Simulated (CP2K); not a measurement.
# C3BN3 (SMILES N#CB(C#N)C#N) at 3 levels

Wanted: a comparison of 3 runs (GFN1-xTB, PM3, PM6) of C3BN3. 

The calculation is run with CP2K 2026.2.

3 further runs of the same task are left out: 1 that didn't finish, 2 set aside as unsound or not needed.

### 1 The structure to begin with

The species is C3BN3 (7 atoms), meant as a singlet with charge 0. SMILES: `N#CB(C#N)C#N`. The coordinates come from a PBE0-D4/def2-TZVP relaxation.

Bond lengths: N1–C2 1.153 Å, C2–B3 1.519 Å, B3–C4 1.519 Å, C4–N5 1.153 Å, B3–C6 1.519 Å, C6–N7 1.153 Å. Angles: N1–C2–B3 180.0°, C2–B3–C4 120.0°, C2–B3–C6 120.0°, C4–B3–C6 120.0°, B3–C4–N5 180.0°, B3–C6–N7 180.0°.

### 2 Energy and gradient at GFN1-xTB (run 1)

File run.inp:

```
&GLOBAL
    PROJECT run
    RUN_TYPE ENERGY_FORCE
    PRINT_LEVEL MEDIUM
&END GLOBAL

&FORCE_EVAL
    METHOD QUICKSTEP
    &DFT
        &QS
            METHOD XTB
            EPS_DEFAULT 1.0E-10
            &XTB
                GFN_TYPE TBLITE
                &TBLITE
                    METHOD GFN1
                &END TBLITE
                CHECK_ATOMIC_CHARGES F
            &END XTB
        &END QS
        &POISSON
            PERIODIC NONE
            POISSON_SOLVER ANALYTIC
        &END POISSON
        &SCF
            SCF_GUESS ATOMIC
            EPS_SCF 1.0E-06
            MAX_SCF 150
            ADDED_MOS 8
            MAX_DIIS 8
            &DIAGONALIZATION
                ALGORITHM STANDARD
            &END DIAGONALIZATION
            &MIXING
                METHOD DIRECT_P_MIXING
                ALPHA 0.4
            &END MIXING
            &SMEAR ON
                METHOD FERMI_DIRAC
                ELECTRONIC_TEMPERATURE [K] 300
            &END SMEAR
        &END SCF
        &PRINT
            &MOMENTS
                PERIODIC F
                REFERENCE COM
                MAX_MOMENT 1
            &END MOMENTS
            &MO ON
                ENERGIES T
                OCCUPATION_NUMBERS T
                NDIGITS 6
                &EACH
                    QS_SCF 0
                &END EACH
                ADD_LAST NUMERIC
            &END MO
            &HIRSHFELD OFF
            &END HIRSHFELD
        &END PRINT
    &END DFT
    &SUBSYS
        &CELL
            ABC 13.3 14.6 12.8
            PERIODIC NONE
        &END CELL
        &COORD
            N      1.190800    -2.122900     1.122800
            C      0.680800    -1.211200     0.635600
            B      0.008700    -0.009700    -0.006500
            C     -1.173300    -0.209300    -0.939600
            N     -2.070100    -0.360700    -1.647700
            C      0.518700     1.391400     0.284500
            N      0.905600     2.454400     0.505200
        &END COORD
        &TOPOLOGY
            &CENTER_COORDINATES
            &END CENTER_COORDINATES
        &END TOPOLOGY
    &END SUBSYS
    &PRINT
        &FORCES ON
        &END FORCES
    &END PRINT
&END FORCE_EVAL
```

Launch:

```
$ OMP_NUM_THREADS=1 cp2k.psmp -i run.inp -o run.out
```

Standard output:

```text
CP2K| version string:                                       CP2K version 2026.2
[...]
 GLOBAL| Method name                                                        CP2K
[...]
 GLOBAL| Run type                                                   ENERGY_FORCE
[...]
                             - Atoms:                                          7
[...]
                             - Spherical basis functions:                     28
[...]
 Number of electrons:                                                         30
[...]
  *** SCF run converged in    14 steps ***
[...]
  Fermi energy:                                                -0.42634885546798
[...]
 TB_DIPOLE| Moment [Debye]         -0.00020464      -0.00001738       0.00015980
 TB_DIPOLE| Derivative [a.u.]       0.00000000       0.00000000       0.00000000
[...]
 ENERGY| Total FORCE_EVAL ( QS ) energy [hartree]            -17.203654266679109
 FORCES| Atomic forces [hartree/bohr]
 FORCES|   Atom     x               y               z               |f|
 FORCES|      1  4.71355019E-04 -8.42939645E-04  4.50961292E-04   1.06587470E-03
 FORCES|      2 -7.47681903E-04  1.33847142E-03 -7.15201830E-04   1.69175874E-03
 FORCES|      3  1.04061777E-05  2.17601785E-05  8.58265899E-06   2.56018737E-05
 FORCES|      4  1.38718564E-03  2.42161320E-04  1.09034245E-03   1.78094715E-03
 FORCES|      5 -8.95941116E-04 -1.53018695E-04 -7.04666384E-04   1.15007822E-03
 FORCES|      6 -6.83133875E-04 -1.86022036E-03 -3.92512739E-04   2.02018760E-03
 FORCES|      7  4.57810060E-04  1.25378579E-03  2.62494553E-04   1.36032064E-03
 FORCES| Sum     1.87024875E-17 -1.75207071E-16 -2.75062091E-16
 FORCES| Total atomic force                                       3.26659540E-16
[...]
```

It took 0.4 s on 1 thread of Arm Neoverse N1, shared host; peak memory 0.14 GiB.

### 3 The energy at PM3 (run 2)

File qs.inp:

```
&GLOBAL
   PROJECT_NAME qs
   RUN_TYPE ENERGY
   PRINT_LEVEL MEDIUM
&END GLOBAL

&FORCE_EVAL
   METHOD Quickstep
   &DFT
      CHARGE 0
      MULTIPLICITY 1
      &QS
         METHOD PM3
         EPS_DEFAULT 1.0E-10
         &SE
            &COULOMB
               CUTOFF [angstrom] 50
               RC_RANGE [angstrom] 0
            &END COULOMB
            &EXCHANGE
               CUTOFF [angstrom] 50
               RC_RANGE [angstrom] 0
            &END EXCHANGE
         &END SE
      &END QS
      &POISSON
         PERIODIC NONE
         POISSON_SOLVER ANALYTIC
      &END POISSON
      &SCF
         SCF_GUESS ATOMIC
         EPS_SCF 1.0E-06
         MAX_SCF 78
         &DIAGONALIZATION
            ALGORITHM STANDARD
         &END DIAGONALIZATION
         &MIXING
            METHOD DIRECT_P_MIXING
            ALPHA 0.1
         &END MIXING
      &END SCF
      &PRINT
         &MOMENTS
            PERIODIC F
            REFERENCE COM
            MAX_MOMENT 1
         &END MOMENTS
         &MO ON
            ENERGIES T
            OCCUPATION_NUMBERS T
            NDIGITS 6
            &EACH
               QS_SCF 0
            &END EACH
            ADD_LAST NUMERIC
         &END MO
         &HIRSHFELD OFF
         &END HIRSHFELD
      &END PRINT
   &END DFT
   &SUBSYS
      &CELL
         ABC [angstrom] 19.3 20.6 18.8
         PERIODIC NONE
      &END CELL
      &COORD
         N      1.190800    -2.122900     1.122800
         C      0.680800    -1.211200     0.635600
         B      0.008700    -0.009700    -0.006500
         C     -1.173300    -0.209300    -0.939600
         N     -2.070100    -0.360700    -1.647700
         C      0.518700     1.391400     0.284500
         N      0.905600     2.454400     0.505200
      &END COORD
      &TOPOLOGY
         &CENTER_COORDINATES
         &END CENTER_COORDINATES
      &END TOPOLOGY
   &END SUBSYS
&END FORCE_EVAL
```

Launch:

```
$ OMP_NUM_THREADS=1 cp2k.psmp -i qs.inp > qs.out 2>&1
```

Standard output:

```text
CP2K| version string:                                       CP2K version 2026.2
[...]
 GLOBAL| Method name                                                        CP2K
[...]
 GLOBAL| Run type                                                         ENERGY
[...]
                             - Atoms:                                          7
[...]
                             - Spherical basis functions:                     28
[...]
 Number of electrons:                                                         30
[...]
     1 P_Mix/Diag. 0.10E+00    0.0     0.95256334       -25.1477655418 -2.51E+01
[...]
    33 DIIS/Diag.  0.35E-06    0.0     0.00000073       -33.0023261159 -8.25E-11
  *** SCF run converged in    33 steps ***
  Core-core repulsion energy [eV]:                           1932.79887436473359
  Core Hamiltonian energy [eV]:                             -1417.96079738916478
  Two-electron integral energy [eV]:                        -2825.75408215167954
  Electronic energy [eV]:                                   -2830.83783846500455
  Total energy [eV]:                                         -898.03896410027096
  Atomic reference energy [eV]:                               901.45732271051384
  Heat of formation [kcal/mol]:                                78.82922848371550
[...]
 SE_DIPOLE| Moment [Debye]          0.00031679       0.00018507      -0.00011415
 SE_DIPOLE| Derivative [a.u.]       0.00000000       0.00000000       0.00000000
 ENERGY| Total FORCE_EVAL ( QS ) energy [hartree]            -33.002326115946431
[...]
```

It took 0.44 s on 1 thread of Arm Neoverse N1, shared host; peak memory 0.14 GiB.

### 4 Energy and gradient at PM6 (run 3)

File job.inp:

```
&GLOBAL
   PROJECT_NAME job
   RUN_TYPE ENERGY_FORCE
   PRINT_LEVEL MEDIUM
&END GLOBAL
&FORCE_EVAL
   METHOD QUICKSTEP
   &DFT
      CHARGE 0
      MULTIPLICITY 1
      # Quickstep
      &QS
         METHOD PM6
         EPS_DEFAULT 1.0E-14
         &SE
            &COULOMB
               CUTOFF [angstrom] 50
               RC_RANGE [angstrom] 0
            &END COULOMB
            &EXCHANGE
               CUTOFF [angstrom] 50
               RC_RANGE [angstrom] 0
            &END EXCHANGE
         &END SE
      &END QS
      # cluster boundary conditions
      &POISSON
         PERIODIC NONE
         POISSON_SOLVER ANALYTIC
      &END POISSON
      # SCF settings
      &SCF
         SCF_GUESS ATOMIC
         EPS_SCF 1.0E-07
         MAX_SCF 40
         &OT ON
            MINIMIZER CG
            PRECONDITIONER FULL_ALL
            ENERGY_GAP 0.001
            LINESEARCH GOLD
         &END OT
         &OUTER_SCF
            EPS_SCF 1.0E-07
            MAX_SCF 5
         &END OUTER_SCF
      &END SCF
      &PRINT
         &MOMENTS
            PERIODIC F
            REFERENCE COM
            MAX_MOMENT 1
         &END MOMENTS
         &MO_CUBES
            NLUMO 1
            NHOMO -1
            WRITE_CUBE F
         &END MO_CUBES
         &HIRSHFELD OFF
         &END HIRSHFELD
      &END PRINT
   &END DFT
   # atoms, cell and kinds
   &SUBSYS
      &CELL
         ABC [angstrom] 15.3 16.6 14.8
         PERIODIC NONE
      &END CELL
      &COORD
         N      9.280450     6.011350     8.785250
         C      8.770450     6.923050     8.298050
         B      8.098350     8.124550     7.655950
         C      6.916350     7.924950     6.722850
         N      6.019550     7.773550     6.014750
         C      8.608350     9.525650     7.946950
         N      8.995250    10.588650     8.167650
      &END COORD
   &END SUBSYS
   # extra output
   &PRINT
      &FORCES ON
      &END FORCES
   &END PRINT
&END FORCE_EVAL
```

Launch:

```
$ OMP_NUM_THREADS=1 cp2k.psmp -i job.inp -o job.out
```

Standard output:

```text
CP2K| version string:                                       CP2K version 2026.2
[...]
 GLOBAL| Method name                                                        CP2K
[...]
 GLOBAL| Run type                                                   ENERGY_FORCE
[...]
                             - Atoms:                                          7
[...]
                             - Spherical basis functions:                     28
[...]
 Number of electrons:                                                         30
[...]
     1 OT CG       0.39E+00    0.0     0.38257996       -28.6954869048 -2.87E+01
[...]
    11 OT CG       0.76E+00    0.0     0.00000007       -35.2221091910 -5.24E-12
  *** SCF run converged in    11 steps ***
  Core-core repulsion energy [eV]:                           1974.70048591797354
  Core Hamiltonian energy [eV]:                             -1518.85550797787664
  Two-electron integral energy [eV]:                        -2828.57462274642057
  Electronic energy [eV]:                                   -2933.14281935108693
  Total energy [eV]:                                         -958.44233343311362
  Atomic reference energy [eV]:                               962.81216971051401
  Heat of formation [kcal/mol]:                               100.77082647661408
[...]
 SE_DIPOLE| Moment [Debye]          0.00030440       0.00004105      -0.00010494
 SE_DIPOLE| Derivative [a.u.]       0.00000000       0.00000000       0.00000000
 *** WARNING in qs_scf_post_se.F:140 :: Printing of MO cube files not ***
 *** implemented for Semi-Empirical method.                           ***
 ENERGY| Total FORCE_EVAL ( QS ) energy [hartree]            -35.222109190974876
[...]
```

It took 4.2 s on 1 thread of Arm Neoverse N1, shared host; peak memory 0.14 GiB.

### 5 The series

| run | level | task | iteration cap | energy (Eh) | dipole moment (D) | HOMO energy (eV) | largest force (eV/Å) | wall time |
| --- | --- | --- | --- | --- | --- | --- | --- | --- |
| 1 | GFN1-xTB | gradient | 150 | -17.203654 | 0.00 | -13.65 | 0.104 | 0.4 s |
| 2 | PM3 | energy | 78 | -33.002326 | 0.00 | -13.02 | – | 0.44 s |
| 3 | PM6 | gradient | 40 | -35.222109 | 0.00 | – | 0.295 | 4.2 s |

### 6 Summary of results

| quantity | value |
| --- | --- |
| run 3: total energy | -35.22211 Eh |
| run 3: dipole moment | 0.00 D |
| run 3: heat of formation | 100.8 kcal/mol |
| run 3: largest force on an atom | 0.295 eV/Å |

What this shows: Force-field and semi-empirical energies have zeros of their own, so their totals don't compare. All runs together took 5.1 s, the longest 4.2 s.
